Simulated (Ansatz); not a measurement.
# Platinum, dhcp under PBEsol: structure, energy and stiffness

The plan for platinum in the dhcp structure: relax it, solve it on a dense k-mesh, then scale the cell to 7 volumes from 88 to 112 % of the relaxed one and try a fit of the equation of state. Spin polarisation is left out. The k-meshes are 13×13×4 for the relaxation; 17×17×5 for the dense run; 15×15×4 for the volumes.

Computed with Ansatz 0.2.0 (DFT PBEsol, plane waves (420 eV) with PAW, scalar-relativistic; PBE-made PAW files, unless a step says otherwise).

## 1. The structure to begin with

Symmetry: P6_3/mmc, No. 194, hexagonal system. The conventional cell has a = 2.774 Å, b = 2.774 Å, c = 9.060 Å, α = 90.00°, β = 90.00°, γ = 120.00°. Pt (site symmetry -3m) is surrounded by 12 Pt at 2.77 Å. Pt (site symmetry -6m2) is surrounded by 12 Pt at 2.77 Å.

Coordinates:

```cif
data_structure
_symmetry_space_group_name_H-M 'P6_3/mmc'
_symmetry_Int_Tables_number 194
_cell_length_a 2.7740
_cell_length_b 2.7740
_cell_length_c 9.0600
_cell_angle_alpha 90.000
_cell_angle_beta 90.000
_cell_angle_gamma 120.000
_cell_volume 60.38
loop_
_atom_site_label
_atom_site_type_symbol
_atom_site_symmetry_multiplicity
_atom_site_Wyckoff_symbol
_atom_site_fract_x
_atom_site_fract_y
_atom_site_fract_z
_atom_site_occupancy
Pt1 Pt 2 a 0.00000 0.00000 0.00000 1
Pt2 Pt 2 c 0.33333 0.66667 0.25000 1
```

## 2. Relaxation of the cell

Input file input.yaml:

```yaml
crystal:
  lattice:
    - [2.7740467412, 0.0, 0.0]
    - [-1.3870233706, 2.4023949491, 0.0]
    - [0.0, 0.0, 9.0600366567]
  atoms:
    - { symbol: Pt, position: [0.0, 0.0, 0.0] }
    - { symbol: Pt, position: [0.0, 0.0, 0.5] }
    - { symbol: Pt, position: [0.3333333333, 0.6666666667, 0.25] }
    - { symbol: Pt, position: [0.6666666667, 0.3333333333, 0.75] }
hamiltonian:
  xc: pbesol
  pseudopotentials:
    kind: paw
    azcp:
      Pt: "pseudopotentials/Pt.paw.azcp"
basis:
  ecutwfc: 420
  fft_grid_basis: typed
kpoints:
  mp_grid: { grid: [13, 13, 4], shift: [0, 0, 0] }
magnetization:
  spin_polarized: false
scf:
  occupations: { method: fermi_dirac, width: 0.1 }
relax:
  max_steps: 60
  f_tol: 0.01
  cell: {}
output:
  write_density: true
  write_potential: true
  elf: true
  volumetric_format: npy
```

Further steps of the session: Single point on a dense mesh; Equation of state: 88 %; Equation of state: 92 %; Equation of state: 96 %; Equation of state: 100 %; Equation of state: 104 %; Equation of state: 108 %; Equation of state: 112 %.

Before running it: what results should come out? Wanted: space group; conventional cell; volume; shortest distance; gap on the mesh; relative to fcc; V₀, B₀, B₀′.

**Answer**, as computed:

| quantity | value |
| --- | --- |
| space group (spins left aside) | P6_3/mmc (No. 194) |
| conventional cell | a = 2.755 Å, c = 9.187 Å (c/a = 3.335) |
| volume | 15.097 Å³/atom |
| shortest distance | 2.755 Å |
| gap on the mesh | none (levels filled in part) |
| relative to fcc | +31 meV/atom |
| V₀, B₀, B₀′ | 15.074 Å³/atom, 285 GPa, 5.4 |

What this shows: From the guessed start the volume grew by 0.0 % in 6 steps. It lies 31 meV/atom above the element's reference form at the same level (fcc, from a run of its own). Levels at the Fermi energy are filled in part, as in a metal. The fitted modulus is 285 GPa, among the stiffest elements; letting shape and positions relax at each volume could only lower it. Relaxation kept the symmetry; phonons were not checked.
